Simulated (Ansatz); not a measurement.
# Sn(SiH3)4 (Si₄SnH₁₂): the relaxed shape and its frontier levels

What does Sn(SiH3)4 (Si₄SnH₁₂) look like as a singlet, and where do its frontier electrons sit?

Method: RKS PBE0-D4/def2-TZVP; program: Ansatz 0.2.0, Gaussian basis.

Levels to be run: relaxation at B3LYP-D4/def2-SVP; a single point at PBE0-D4/def2-TZVP.

3 further runs of the same task are left out: 1 that didn't finish, 2 set aside as unsound or not needed.

## 1. Starting geometry

17 atoms, charge 0, spin multiplicity 1.

Atoms are counted from 1 here; the program's logs count them from 0.

Bond lengths: Sn1–Si2 2.555 Å, Sn1–Si6 2.555 Å, Sn1–Si10 2.555 Å, Sn1–Si14 2.557 Å, Si2–H3 1.458 Å, Si2–H4 1.459 Å, Si2–H5 1.458 Å, Si6–H7 1.458 Å, Si6–H8 1.458 Å, Si6–H9 1.459 Å, Si10–H11 1.458 Å, Si10–H12 1.458 Å, Si10–H13 1.458 Å, Si14–H15 1.458 Å, Si14–H16 1.458 Å, Si14–H17 1.458 Å. Angles: Si2–Sn1–Si6 109.3°, Si2–Sn1–Si10 109.5°, Si2–Sn1–Si14 108.9°, Si6–Sn1–Si10 110.2°, Si6–Sn1–Si14 108.6°, Si10–Sn1–Si14 110.2°, Sn1–Si2–H3 111.2°, Sn1–Si2–H4 111.4°, Sn1–Si2–H5 111.6°, H3–Si2–H4 107.5°, H3–Si2–H5 107.5°, H4–Si2–H5 107.4°, Sn1–Si6–H7 110.9°, Sn1–Si6–H8 111.7°, Sn1–Si6–H9 111.4°, H7–Si6–H8 107.6°, H7–Si6–H9 107.5°, H8–Si6–H9 107.6° and more.

Sn takes a core potential in the def2 sets. No spin-orbit coupling is included.

The start is a GFN2-xTB geometry.

## 2. Relaxation at B3LYP-D4/def2-SVP

in.yaml

```yaml
crystal:
  periodic: [false, false, false]
  atoms:
    - {symbol: Sn, position_ang: [-0.005540, 0.016700, -0.008150]}
    - {symbol: Si, position_ang: [-0.006490, -0.015880, 2.546190]}
    - {symbol: H, position_ang: [0.572970, -1.251960, 3.059240]}
    - {symbol: H, position_ang: [-1.360720, 0.087390, 3.078090]}
    - {symbol: H, position_ang: [0.764810, 1.092680, 3.096500]}
    - {symbol: Si, position_ang: [2.405530, -0.002190, -0.853980]}
    - {symbol: H, position_ang: [3.082760, -1.235210, -0.469130]}
    - {symbol: H, position_ang: [3.175370, 1.111030, -0.311500]}
    - {symbol: H, position_ang: [2.458880, 0.092110, -2.308640]}
    - {symbol: Si, position_ang: [-1.215630, 2.110010, -0.834490]}
    - {symbol: H, position_ang: [-0.553990, 3.322860, -0.367540]}
    - {symbol: H, position_ang: [-2.592190, 2.147480, -0.354350]}
    - {symbol: H, position_ang: [-1.255840, 2.163040, -2.291140]}
    - {symbol: Si, position_ang: [-1.187430, -2.082660, -0.863710]}
    - {symbol: H, position_ang: [-0.468260, -3.284000, -0.455740]}
    - {symbol: H, position_ang: [-1.268750, -2.090120, -2.319680]}
    - {symbol: H, position_ang: [-2.545490, -2.181290, -0.341950]}
basis:
  gaussian: {orbitals: def2-SVP}
hamiltonian: {xc: {name: B3LYP}, dispersion: d4}
scf: {lower_state_search: "off"}
output: {orbitals: {seedname: orbitals}}
relax: {f_tol: 0.02, max_steps: 100}
```

Started as:

```console
$ ansatz run in.yaml --threads 2 --pin off --events-out ev --progress --plain --max-ram 31744MiB --backend cpu
```

After this run come: Single point, PBE0-D4/def2-TZVP.

Q: Predict the results of all the runs planned. Wanted: commonest bond, hydrogen aside; HOMO, LUMO at PBE0-D4/def2-TZVP; dipole at B3LYP-D4/def2-SVP.

The runs gave:

```
                       quantity                            value
 commonest bond, hydrogen aside  Si–Sn, 4 of mean length 2.587 Å
HOMO, LUMO at PBE0-D4/def2-TZVP                  -7.58, -0.56 eV
    dipole at B3LYP-D4/def2-SVP                           0.02 D
```

In words: The molecule keeps its bonding pattern by the stored test; the atoms moved 0.04 Å (rms). No usable vibrations, so a minimum isn't proven.
